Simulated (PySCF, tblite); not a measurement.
# C₃H₂BF₂NS: excited states, first hyperpolarisability

What do calculations give for the excited states, first hyperpolarisability of C₃H₂BF₂NS (`FB(F)c1nccs1`)?

Computed with tblite 0.8.0 and PySCF 2.14.0 and routines of our own; the level stands in each step. Atoms count from 0.

### 1 The system as given

10 atoms, charge 0, multiplicity 1; geometry from: force field or distance geometry start.

### 2 Geometry optimisation with GFN2-xTB

The job: settings as JSON, then the geometry in Å.

```
{"job": {"kind": "relax", "xc": "GFN2-xTB", "basis": "xTB"}, "charge": 0, "multiplicity": 1}
F      2.891700    -1.210900     0.276800
B      2.167500     0.054300     0.260800
F      2.910000     1.282300     0.443600
C      0.623600     0.078700     0.071700
N     -0.125800    -1.041800    -0.076600
C     -1.449700    -0.746500    -0.231200
C     -1.755400     0.610800    -0.183800
S     -0.317800     1.462600     0.056200
H     -2.186000    -1.518900    -0.369300
H     -2.749200     1.034100    -0.270600
```

Started as:

```bash
> OMP_NUM_THREADS=1 python excited_run.py task.json out
```

This one command runs all jobs of the session in turn.

Standard output:

```text
step      E/eV     max force
  0    -662.89949    3.857
  1    -663.45709    2.516
  2    -663.63925    2.352
  3    -663.69409    0.894
  4    -663.72653    0.472
  5    -663.74092    0.260
  6    -663.74327    0.121
  7    -663.74430    0.104
  8    -663.74536    0.127
  9    -663.74645    0.118
 10    -663.74699    0.063
 11    -663.74720    0.037
 12    -663.74730    0.026
 13    -663.74737    0.022
 14    -663.74740    0.017
 15    -663.74743    0.019
 16    -663.74745    0.022
 17    -663.74748    0.017
 18    -663.74750    0.012
 19    -663.74752    0.013
 20    -663.74754    0.016
 21    -663.74756    0.020
 22    -663.74760    0.027
 23    -663.74764    0.025
 24    -663.74766    0.012
 25    -663.74767    0.005
```

Run time: 0.14 s. Hardware: 1 thread of Arm Neoverse V1, shared host.

The steps of the relaxation:

```
step  energy from step 0 (eV)  largest force (eV/Å)
   0                   0.0000                3.8568
   1                  -0.5576                2.5156
   2                  -0.7398                2.3521
   3                  -0.7946                0.8939
   4                  -0.8270                0.4716
   5                  -0.8414                0.2596
   6                  -0.8438                0.1211
   7                  -0.8448                0.1043
   8                  -0.8459                0.1274
   9                  -0.8470                0.1184
  10                  -0.8475                0.0631
  11                  -0.8477                0.0369
  12                  -0.8478                0.0256
  13                  -0.8479                0.0217
  14                  -0.8479                0.0174
  15                  -0.8479                0.0186
  16                  -0.8480                0.0217
  17                  -0.8480                0.0172
  18                  -0.8480                0.0120
  19                  -0.8480                0.0135
  20                  -0.8480                0.0162
  21                  -0.8481                0.0203
  22                  -0.8481                0.0266
  23                  -0.8482                0.0248
  24                  -0.8482                0.0120
  25                  -0.8482                0.0054
```

Close pairs (by a distance rule), those that changed most:

```
 bond  before (Å)  after (Å)  change (Å)
F0–B1       1.458      1.314      -0.144
B1–F2       1.447      1.320      -0.127
C3–S7       1.674      1.770      +0.096
C3–N4       1.356      1.297      -0.060
N4–C5       1.365      1.337      -0.028
C5–C6       1.392      1.368      -0.024
C6–S7       1.688      1.705      +0.017
B1–C3       1.556      1.541      -0.014
```

The final coordinates are the input of the step that follows.

### 3 Vibrational analysis with GFN2-xTB

The job: settings as JSON, then the geometry in Å.

```
{"job": {"kind": "ir", "xc": "GFN2-xTB", "basis": "xTB"}, "charge": 0, "multiplicity": 1}
F      2.872846    -1.065344     0.281186
B      2.143616     0.027211     0.263456
F      2.822872     1.147794     0.419822
C      0.613805     0.020958     0.074449
N     -0.131457    -1.027916    -0.085266
C     -1.429450    -0.738947    -0.225961
C     -1.733391     0.594357    -0.176919
S     -0.322388     1.522508     0.056121
H     -2.134573    -1.538015    -0.364208
H     -2.692997     1.062048    -0.265208
```

Standard output:

```text
mode    cm-1     km/mol
  1      54.4      0.11
  2     112.3      0.26
  3     133.4      0.02
  4     306.4      8.04
  5     368.5      4.56
  6     426.0     17.36
  7     543.4     82.10
  8     547.7     22.49
  9     616.0      3.44
 10     632.4      1.32
 11     754.2     17.39
 12     764.4      7.47
 13     840.3      3.00
 14     880.7     13.75
 15     947.1     86.96
 16    1055.8      6.14
 17    1129.0     52.48
 18    1261.3    406.10
 19    1289.1    262.98
 20    1340.0    132.34
 21    1392.5     62.38
 22    1509.6    262.08
 23    3139.4      4.86
 24    3172.4      1.16
```

Run time: 0.26 s. Hardware: 1 thread of Arm Neoverse V1, shared host.

The strongest bands and the atoms that carry them (share of the mass-weighted mode):

```
cm⁻¹  km/mol                               atoms
 543    82.1                    B1 49 %, C5 14 %
 947    87.0                    C3 50 %, N4 17 %
1129    52.5                             H8 59 %
1261   406.1           B1 48 %, F2 14 %, H8 11 %
1289   263.0                    B1 69 %, F0 19 %
1340   132.3  C5 33 %, N4 25 %, C6 16 %, B1 12 %
1392    62.4           C5 50 %, C6 25 %, N4 11 %
1510   262.1                    C3 49 %, N4 30 %
```

### 4 Excited states: TDA B3LYP/def2-SVP

Settings changed since step 3:

```diff
@@ -1,2 +1,2 @@
-{"job": {"kind": "ir", "xc": "GFN2-xTB", "basis": "xTB"}, "charge": 0, "multiplicity": 1}
+{"job": {"kind": "states", "xc": "B3LYP", "basis": "def2-SVP", "tda": true, "soc": true, "nstates": 8, "ntriplets": 5, "nquad": 4}, "charge": 0, "multiplicity": 1}
 F      2.872846    -1.065344     0.281186
```

With the program's defaults for keys left out, this is: TDA B3LYP/def2-SVP excited states, vertical, gas phase, spin-orbit mean-field couplings.

Standard output:

```text
coarse grid: 10448 points
cycle   1  E = -792.5360597893  dE =  1.358e+00  |g| = 7.035e-01  |ddm| = 3.912e+00
cycle   2  E = -792.3753161466  dE =  1.607e-01  |g| = 1.168e+00  |ddm| = 1.564e+00
cycle   3  E = -792.6209447302  dE = -2.456e-01  |g| = 1.548e-01  |ddm| = 1.094e+00
cycle   4  E = -792.6262082655  dE = -5.264e-03  |g| = 5.659e-02  |ddm| = 2.126e-01
cycle   5  E = -792.6269439959  dE = -7.357e-04  |g| = 1.062e-02  |ddm| = 6.387e-02
cycle   6  E = -792.6269621483  dE = -1.815e-05  |g| = 6.375e-03  |ddm| = 1.668e-02
cycle   7  E = -792.6269729133  dE = -1.076e-05  |g| = 1.455e-03  |ddm| = 8.268e-03
cycle   8  E = -792.6269734830  dE = -5.697e-07  |g| = 3.715e-04  |ddm| = 1.757e-03
final grid: 101528 points
cycle   9  E = -792.7181343997  dE = -4.776e-05  |g| = 3.967e-03  |ddm| = 2.322e-02
cycle  10  E = -792.7181263241  dE =  8.076e-06  |g| = 6.737e-03  |ddm| = 1.072e-02
cycle  11  E = -792.7181382209  dE = -1.190e-05  |g| = 1.090e-03  |ddm| = 8.119e-03
cycle  12  E = -792.7181385169  dE = -2.960e-07  |g| = 3.403e-04  |ddm| = 1.473e-03
cycle  13  E = -792.7181385404  dE = -2.356e-08  |g| = 9.797e-05  |ddm| = 3.581e-04
cycle  14  E = -792.7181385425  dE = -2.096e-09  |g| = 4.122e-05  |ddm| = 1.385e-04
cycle  15  E = -792.7181385429  dE = -3.870e-10  |g| = 1.632e-05  |ddm| = 5.839e-05
converged SCF energy = -792.7181385429

Singlet excitations
state   eV       nm        f     d(h-e)  d(exc)  Lambda  PR(NTO)  |dmu|/D   mu/D   main configurations
  1   4.3931   282.2   0.00119   0.968   2.655   0.504   1.004    1.971    3.926   H-1->L 0.99
  2   5.3029   233.8   0.20293   0.902   2.778   0.750   1.231    1.977    4.939   H->L 0.84
  3   6.0940   203.5   0.11945   0.733   2.772   0.743   1.376    1.641    4.669   H-2->L 0.78
  4   6.7160   184.6   0.00002   1.048   2.655   0.505   1.006    2.083    3.532   H->L+2 0.99
  5   6.7678   183.2   0.00547   0.703   2.590   0.438   1.009                     H-1->L+1 0.99
  6   7.1476   173.5   0.00199   0.355   2.834   0.533   1.016                     H-3->L 0.96
  7   7.2712   170.5   0.02902   0.909   2.884   0.624   2.078                     H-1->L+2 0.54, H->L+1 0.41
  8   7.4936   165.5   0.00028   0.491   2.528   0.525   1.466                     H-2->L+2 0.79, H-4->L 0.18

Triplet excitations (Tamm-Dancoff)
state   eV     d(h-e)  d(exc)  Lambda  PR(NTO)   main configurations
  1   3.4778   0.554   2.597   0.771   1.015   H->L 0.94
  2   3.8359   0.918   2.556   0.502   1.006   H-1->L 0.96
  3   4.3897   0.599   2.557   0.768   1.017   H-2->L 0.95
  4   5.7018   0.404   2.485   0.771   1.064   H->L+1 0.92
  5   6.2904   0.751   2.529   0.468   2.124   H-1->L+1 0.53, H->L+2 0.38
S1 - T1 = 0.9153 eV

Spin-orbit couplings |<S|Hso|T>| (cm-1)
             T1       T2       T3       T4       T5
S0        0.226   68.218    0.877    0.616   41.366
S1       23.790    0.335   49.900    8.724    4.903
S2        0.117   46.562    0.391    0.219   53.059
S3        0.137   47.272    0.260    0.153   13.459
S4       52.309    0.081   12.332    9.074    1.327
S5        1.491    0.889    6.012   20.379    0.306
S6       25.145   24.570   86.834    5.316    8.322
S7        0.248   36.895    0.163    0.200   45.058
S8       25.124   22.100   29.037    4.607    9.396
T1 sublevels (cm-1): 0.000 0.059 0.113   radiative rates (1/s): 1.38 0.00342 3.09
```

Run time: 14 s. Hardware: 1 thread of Arm Neoverse V1, shared host.

From this job:

```
  quantity    value
S1 less T1  0.92 eV
```

### 5 Excited states: TDDFT LC-wPBE/def2-SVPD

Settings changed since step 4:

```diff
@@ -1,2 +1,2 @@
-{"job": {"kind": "states", "xc": "B3LYP", "basis": "def2-SVP", "tda": true, "soc": true, "nstates": 8, "ntriplets": 5, "nquad": 4}, "charge": 0, "multiplicity": 1}
+{"job": {"kind": "states", "xc": "LC-wPBE", "basis": "def2-SVPD", "tpa": true, "nstates": 6, "nquad": 5, "ntriplets": 0}, "charge": 0, "multiplicity": 1}
 F      2.872846    -1.065344     0.281186
```

With the program's defaults for keys left out, this is: TDDFT LC-wPBE/def2-SVPD excited states, vertical, gas phase, two-photon moments by quadratic response.

Standard output:

```text
coarse grid: 10448 points
cycle   1  E = -792.1316059851  dE =  1.750e+00  |g| = 7.111e-01  |ddm| = 5.904e+00
cycle   2  E = -792.1543623535  dE = -2.276e-02  |g| = 7.471e-01  |ddm| = 2.225e+00
cycle   3  E = -792.2454169823  dE = -9.105e-02  |g| = 6.105e-02  |ddm| = 1.065e+00
cycle   4  E = -792.2464324426  dE = -1.015e-03  |g| = 3.189e-02  |ddm| = 2.481e-01
cycle   5  E = -792.2467023130  dE = -2.699e-04  |g| = 1.247e-02  |ddm| = 1.046e-01
cycle   6  E = -792.2467487091  dE = -4.640e-05  |g| = 2.802e-03  |ddm| = 3.183e-02
cycle   7  E = -792.2467526709  dE = -3.962e-06  |g| = 1.290e-03  |ddm| = 1.475e-02
final grid: 101528 points
cycle   8  E = -792.3573521871  dE = -4.289e-05  |g| = 9.868e-03  |ddm| = 8.881e-02
cycle   9  E = -792.3573482460  dE =  3.941e-06  |g| = 1.058e-02  |ddm| = 3.141e-02
cycle  10  E = -792.3573692809  dE = -2.103e-05  |g| = 5.593e-04  |ddm| = 1.615e-02
cycle  11  E = -792.3573693622  dE = -8.132e-08  |g| = 3.444e-04  |ddm| = 2.071e-03
cycle  12  E = -792.3573693943  dE = -3.212e-08  |g| = 7.055e-05  |ddm| = 7.547e-04
cycle  13  E = -792.3573693948  dE = -4.834e-10  |g| = 3.090e-05  |ddm| = 2.932e-04
converged SCF energy = -792.3573693948

Singlet excitations
state   eV       nm        f     d(h-e)  d(exc)  Lambda  PR(NTO)  |dmu|/D   mu/D   delta(TPA)   sigma/GM   main configurations
  1   4.7110   263.2   0.00088   0.837   2.545   0.510   1.012    2.119    3.872        0.48      0.004   H-1->L 0.97
  2   5.1645   240.1   0.15688   0.652   2.633   0.722   1.268    2.093    5.151      114.02      1.114   H->L 0.93
  3   6.1348   202.1   0.08795   0.379   2.578   0.720   1.359    1.125    4.269       15.06      0.208   H-2->L 0.88
  4   6.7879   182.7   0.00018   0.942   2.641   0.324   1.013    2.806    3.153        0.59      0.010   H->L+2 0.28, H->L+1 0.19, H->L+5 0.16
  5   7.2770   170.4   0.00359   0.952   2.538   0.380   1.049    2.054    1.184        0.35      0.007   H-1->L+3 0.79, H-1->L+6 0.15
  6   7.5730   163.7   0.00164   0.936   2.678   0.336   1.317                                            H-2->L+2 0.23, H-2->L+1 0.19, H-2->L+5 0.13
```

Wall time 41 s (1 thread of Arm Neoverse V1, shared host); peak memory 0.7 GiB.

### 6 First hyperpolarisability: quadratic response CAM-B3LYP/def2-SVPD

Settings changed since step 5:

```diff
@@ -1,2 +1,2 @@
-{"job": {"kind": "states", "xc": "LC-wPBE", "basis": "def2-SVPD", "tpa": true, "nstates": 6, "nquad": 5, "ntriplets": 0}, "charge": 0, "multiplicity": 1}
+{"job": {"kind": "beta", "xc": "CAM-B3LYP", "basis": "def2-SVPD", "wavelengths": [1064, 800]}, "charge": 0, "multiplicity": 1}
 F      2.872846    -1.065344     0.281186
```

With the program's defaults for keys left out, this is: quadratic response CAM-B3LYP/def2-SVPD first hyperpolarisability, Taylor convention, gas phase.

Standard output:

```text
coarse grid: 10448 points
cycle   1  E = -792.4070514042  dE =  1.564e+00  |g| = 6.637e-01  |ddm| = 5.986e+00
cycle   2  E = -792.3724734016  dE =  3.458e-02  |g| = 8.636e-01  |ddm| = 2.354e+00
cycle   3  E = -792.4963944680  dE = -1.239e-01  |g| = 6.264e-02  |ddm| = 1.251e+00
cycle   4  E = -792.4968962542  dE = -5.018e-04  |g| = 4.898e-02  |ddm| = 2.229e-01
cycle   5  E = -792.4974500536  dE = -5.538e-04  |g| = 9.534e-03  |ddm| = 1.219e-01
cycle   6  E = -792.4974729252  dE = -2.287e-05  |g| = 2.249e-03  |ddm| = 2.239e-02
cycle   7  E = -792.4974741565  dE = -1.231e-06  |g| = 1.153e-03  |ddm| = 7.791e-03
final grid: 101528 points
cycle   8  E = -792.5899479023  dE = -4.188e-05  |g| = 3.345e-03  |ddm| = 1.156e-01
cycle   9  E = -792.5899462017  dE =  1.701e-06  |g| = 4.304e-03  |ddm| = 2.217e-02
cycle  10  E = -792.5899506932  dE = -4.492e-06  |g| = 5.243e-04  |ddm| = 9.988e-03
cycle  11  E = -792.5899507480  dE = -5.476e-08  |g| = 2.672e-04  |ddm| = 1.897e-03
cycle  12  E = -792.5899507642  dE = -1.624e-08  |g| = 4.905e-05  |ddm| = 4.391e-04
cycle  13  E = -792.5899507649  dE = -6.542e-10  |g| = 1.574e-05  |ddm| = 1.050e-04
converged SCF energy = -792.5899507649

Lowest singlets (eV, f): 4.5880 0.0007  5.0476 0.1588  5.9365 0.0779

First hyperpolarisability (au)
process     nm      |vector|   parallel      HRS      DR
static         -      218.98      59.69     109.85   3.149
shg       1064.0      290.18     101.25     142.18   3.373
eope      1064.0      238.77      71.19          -       -
shg        800.0      380.91     154.62     182.21   3.606
eope       800.0      256.37      81.45          -       -
```

It took 29 s on 1 thread of Arm Neoverse V1, shared host; peak memory 0.7 GiB.

### 7 Results

```
                                                 quantity                                               value
                strongest single infrared mode (GFN2-xTB)                               1261 cm⁻¹, 406 km/mol
                             zero-point energy (GFN2-xTB)                                       33.2 kcal/mol
                  S1 less T1 (step 4, TDA B3LYP/def2-SVP)                                             0.92 eV
β vector (step 6, quadratic response CAM-B3LYP/def2-SVPD)  static 219, SHG 1064.0 nm 290, SHG 800.0 nm 381 au
```

**Reading.** All 24 modes are real, so the xTB geometry is a minimum. The strongest single mode, at 1261 cm⁻¹, has its largest shares on B1, F2 and H8 (the list is cut at 3 atoms). Unscaled tight-binding wavenumbers are off by several per cent, some by more. Its intensities can rank the bands wrongly. In step 4, the number of triplets below S1 is 3, and the largest singlet-triplet spin-orbit coupling is S6–T3, 86.83 cm⁻¹. β grows from 219 au (static) to 381 au for doubling at 800.0 nm: normal dispersion, which grows as twice the photon energy moves toward the bright states.
